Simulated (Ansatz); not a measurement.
InSb3 in Ansatz: the effect of exact exchange

The system is InSb3.

```xyz
4
Lattice="4.8064 0.0000 0.0000 0.0000 4.8064 0.0000 0.0000 0.0000 4.8064" Properties=species:S:1:pos:R:3 pbc="T T T"
Sb    2.4032    2.4032    0.0000
Sb    0.0000    2.4032    2.4032
Sb    2.4032    0.0000    2.4032
In    0.0000    0.0000    0.0000
```

The cell comes from a database or a generator and needn't be the stable form of this composition.

Alike in all runs:

```yaml
Program: Ansatz 0.2.0
Task: single point
Functional: HSE06 form with a typed share of exact exchange
Potentials_or_basis: Ansatz PAW
Cutoff: "420 eV (not typed: the program's choice for these potentials)"
k_mesh: 3 × 3 × 3
Occupations: fermi-dirac, width 0.05 eV
Spin: no spin polarisation
```

```csv
exact exchange,pressure (GPa)
0.05,-0.9
0.1,-1.3
0.15,-1.7
0.2,-2.0
0.25,-2.4
0.3,-2.7
0.4,-3.4
0.5,?
```

Question: What does the run with exact exchange 0.5 give?

Answer: Pressure -4.1 GPa.

Worked out: A straight line through the other rows of the pressure, of slope -7.08 GPa per unit of exact exchange, extrapolates to -4.1 GPa, against the run's -4.1.

Caveats: all runs use coarse meshes; the PAW data sets come from PBE, with cores solved anew for the run's functional, which leaves a small shift of forces and pressure; the thresholds are loose for stress.
